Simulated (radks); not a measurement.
# Dy⁵⁰⁺ in [He] 2s2 2p5.5 3s2 3p4 4p0.5: an all-electron calculation

Aim: the levels, the sizes of the orbitals and the parts of the energy of the dysprosium ion Dy50+.

Method: Dirac Kohn-Sham, PBE, spin-unpolarised, spherical densities, point nucleus; open shells are shared between the two j in proportion to 2j + 1. Code: radks (a radial shooting solver on a logarithmic mesh, Libxc functionals) version 1.

## (1) The atom as given

```
element       : dysprosium (Z = 66)
charge        : +50
electrons     : 16
configuration : [He] 2s2 2p5.5 3s2 3p4 4p0.5
```

## (2) The calculation

Input:

```text
Z 66
configuration [He] 2s2 2p5.5 3s2 3p4 4p0.5
relativity Dirac
functional pbe,pbe
spin unpolarised
j_filling average
nucleus point
c 137.035999084
```

On the command line:

```bash
> python run_ks.py task.json out
```

All runs below come from this command, one after another.

Q: Predict the outcome of this run.

The runs gave:

| quantity | value |
| --- | --- |
| total energy | -9538.0657 hartree |
| exchange-correlation share of it | 1.47 % |
| −T/E | 1.1181 |
| highest occupied level | 4p3/2, -2416.3 eV |
| most extended occupied level | 4p3/2, <r> = 0.407 bohr |
| radius at density 0.001 e/bohr³ | 0.866 bohr |
| maxima of the radial density | 3 |

4 principal shells are occupied and 3 maxima appear in the radial density; where shells overlap, one shows as a shoulder or not at all. −T/E is 1.118: with relativity the kinetic term as defined here no longer equals −E. This is not the tabulated ground configuration, so its levels and sizes aren't those of the ground state, and no measured value stands beside it.
